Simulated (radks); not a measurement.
# Se³⁺ in [Ar] 3d9.5 4s2 4p1 5s0.5: an all-electron calculation

The task here is to estimate one member of a computed series from the others.

The numbers are computed with radks (a radial shooting solver on a logarithmic mesh, Libxc functionals) version 1 (scalar-relativistic Kohn-Sham, PBEsol, spin-polarised, spherical densities, point nucleus; open shells are filled with parallel spins first), except any that are marked as measured or tabulated.

## What is computed

- element: selenium (Z = 34)
- charge: +3
- electrons: 31
- configuration: [Ar] 3d9.5 4s2 4p1 5s0.5

The first run:

The run's settings:

```text
Z 34
configuration [Ar] 3d9.5 4s2 4p1 5s0.5
relativity scalar-relativistic
functional pbe_sol,pbe_sol
spin polarised
nucleus point
c 137.035999084
```

On the command line:

```bash
python run_ks.py task.json out
```

The same process makes all the runs of this session.

Among the steps run: Self-consistent calculation.

One table of the session follows, with a row left open; its other results are not shown here.

It belongs to the step «Radial structure». Sizes of the orbitals, from the radial functions (bohr):

```
  level      <r>  outermost maximum (interpolated)  90 % within  nodes
  1s up  0.04411                            0.0288       0.0789      0
1s down  0.04411                            0.0288       0.0789      0
  2s up   0.1961                             0.165        0.303      1
2s down        ?                                 ?            ?      ?
  2p up   0.1712                             0.132        0.279      0
2p down   0.1712                             0.132        0.279      0
  3s up   0.5718                             0.501        0.852      2
3s down   0.5719                             0.502        0.852      2
  3p up   0.5856                             0.499        0.895      1
3p down   0.5857                             0.499        0.895      1
  3d up   0.6151                             0.449         1.01      0
3d down   0.6147                             0.449         1.01      0
  4s up    1.593                              1.42         2.32      3
4s down    1.591                              1.41         2.32      3
  4p up    1.809                              1.59         2.66      2
4p down    1.812                              1.58         2.67      2
  5s up    3.546                              3.38         5.02      4
```

Estimate the missing values for 2s down.

**Answer.** <r>: 0.1960; outermost maximum (interpolated): 0.165; 90 % within: 0.303; nodes: 1. In the column «<r>» it lies between 2p down (0.1712) and 2s up (0.1961).
